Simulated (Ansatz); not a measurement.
**BHLYP/def2-SVP run of C2H3BFN (SMILES FB1C=NC1)**

Aim: the vertical singlet–triplet gap of C2H3BFN at BHLYP/def2-SVP, from 2 runs. 

The results are computed with Ansatz 0.2.0.

122 further runs of the same task are left out: 122 set aside as unsound or not needed.

### 1 The molecule

The species is C2H3BFN (8 atoms), meant as a singlet with charge 0. SMILES: `FB1C=NC1`. Geometry: relaxed at PBE0-D4/def2-TZVP.

Bond lengths: F1–B2 1.312 Å, B2–C3 1.553 Å, C3–N4 1.291 Å, B2–C5 1.580 Å, N4–C5 1.510 Å, C3–H6 1.087 Å, C5–H7 1.093 Å, C5–H8 1.090 Å. Some angles: F1–B2–C3 135.6°, F1–B2–C5 135.3°, C3–B2–C5 86.1°, B2–C3–N4 90.7°, C3–N4–C5 99.2°, B2–C5–N4 82.2°, B2–C3–H6 145.8°, N4–C3–H6 122.6°, B2–C5–H7 120.5°, B2–C5–H8 118.9°.

### 2 The energy at BHLYP/def2-SVP

Contents of run.yaml:

```yaml
crystal:
  periodic: [false, false, false]
  atoms:
    - {symbol: F, position_ang: [0.213200, -1.007300, 1.918400]}
    - {symbol: B, position_ang: [-0.024100, -0.304800, 0.836200]}
    - {symbol: C, position_ang: [0.319000, 1.128500, 0.345800]}
    - {symbol: "N", position_ang: [0.303900, 0.728600, -0.881200]}
    - {symbol: C, position_ang: [-0.301700, -0.640600, -0.682300]}
    - {symbol: H, position_ang: [0.656500, 2.120900, 0.633900]}
    - {symbol: H, position_ang: [0.257100, -1.432700, -1.186200]}
    - {symbol: H, position_ang: [-1.331600, -0.649700, -1.040300]}
basis:
  gaussian:
    orbitals: def2-SVP
accuracy: high
output:
  orbitals: {seedname: orbitals}
magnetization:
  spin_polarized: false
hamiltonian:
  xc: {name: BHLYP}
```

Run with:

```
$ ansatz run run.yaml --threads 1 --pin off --max-ram 3480MiB --events-out events.jsonl --progress --plain --runs-dir runs
```

Standard output:

```text
Warning: RAYON_NUM_THREADS=1 ignored (pool sized by the plan → 1); use --threads N
Functional definition: BHLYP
  name "BHLYP"
  parameter a = 0.5
  exchange = (1 - a)*b88_x + a*exact_x
  correlation = lyp_c
2019 factors; integrals over basis functions are off by at most 3.4e-9 eV
mean field evaluation 1: about -6993.4028 eV, gradient 3.7e1 eV
mean field evaluation 2: about -6994.1382 eV, gradient 3.3e1 eV
mean field evaluation 4: about -6996.3719 eV, gradient 2.2e0 eV
mean field evaluation 8: about -6996.8414 eV, gradient 3.9e-1 eV
mean field evaluation 16: about -6996.8418 eV, gradient 2.2e-4 eV
mean field -6996.84178526 eV, -257.1291929786 hartree, gradient 8.8e-8 eV, S^2 0.000000; 0 other end points of the search recorded, 0 dependent functions left out
reference -6996.84180927 eV, -257.1291938609 hartree; 18, 18 occupied and 67, 67 virtual orbitals, 2019 factors
Total energy: -6996.84180927 eV, -257.1291938609 hartree
```

Wall time 6.6 s (1 thread of Arm Neoverse V2, shared host); peak memory 0.28 GiB.

### 3 The triplet, same level

Contents of job.yaml:

```yaml
crystal:
  periodic: [false, false, false]
  atoms:
    - {symbol: F, position_ang: [0.213200, -1.007300, 1.918400]}
    - {symbol: B, position_ang: [-0.024100, -0.304800, 0.836200]}
    - {symbol: C, position_ang: [0.319000, 1.128500, 0.345800]}
    - {symbol: "N", position_ang: [0.303900, 0.728600, -0.881200]}
    - {symbol: C, position_ang: [-0.301700, -0.640600, -0.682300]}
    - {symbol: H, position_ang: [0.656500, 2.120900, 0.633900]}
    - {symbol: H, position_ang: [0.257100, -1.432700, -1.186200]}
    - {symbol: H, position_ang: [-1.331600, -0.649700, -1.040300]}
basis:
  gaussian: {orbitals: def2-SVP}
output: {orbitals: {seedname: orbitals}}
magnetization: {spin_polarized: true, initial_magnetization: 2}
hamiltonian: {xc: {name: BHLYP}}
accuracy: high
```

Run with:

```
$ ansatz run job.yaml --threads 1 --pin off --max-ram 3480MiB --events-out events.jsonl --progress --plain --runs-dir runs
```

Standard output:

```text
Warning: RAYON_NUM_THREADS=1 ignored (pool sized by the plan → 1); use --threads N
Functional definition: BHLYP
  name "BHLYP"
  parameter a = 0.5
  exchange = (1 - a)*b88_x + a*exact_x
  correlation = lyp_c
2019 factors; integrals over basis functions are off by at most 3.4e-9 eV
mean field evaluation 1: about -6990.9214 eV, gradient 2.5e1 eV
mean field evaluation 2: about -6992.2976 eV, gradient 1.9e1 eV
mean field evaluation 4: about -6993.8126 eV, gradient 1.6e0 eV
mean field evaluation 8: about -6993.9112 eV, gradient 2.2e-1 eV
mean field evaluation 16: about -6993.9123 eV, gradient 1.6e-3 eV
mean field evaluation 32: about -6993.9123 eV, gradient 1.8e-6 eV
mean field -6993.91227588 eV, -257.0215354947 hartree, gradient 5.7e-8 eV, S^2 2.008967; 2 other end points of the search recorded, 0 dependent functions left out
reference -6993.91229979 eV, -257.0215363733 hartree; 19, 17 occupied and 66, 68 virtual orbitals, 2019 factors
Total energy: -6993.91229979 eV, -257.0215363733 hartree
```

It took 13 s on 1 thread of Arm Neoverse V2, shared host; peak memory 0.38 GiB.

### 4 Outcome

Level: BHLYP/def2-SVP.

| quantity | value |
| --- | --- |
| singlet: total energy | -257.12919 Eh |
| singlet: HOMO energy | -8.88 eV |
| singlet: LUMO energy | -0.42 eV |
| singlet: HOMO–LUMO gap | 8.46 eV |
| triplet: total energy | -257.02154 Eh |
| triplet: HOMO energy (highest over α and β) | -5.55 eV |
| triplet: LUMO energy (lowest over α and β) | -3.10 eV |
| triplet: ⟨S²⟩ | 2.009 |
| vertical energy of the triplet above the singlet | 2.930 eV |

At this shape the triplet lies 2.93 eV (68 kcal/mol) above the singlet.
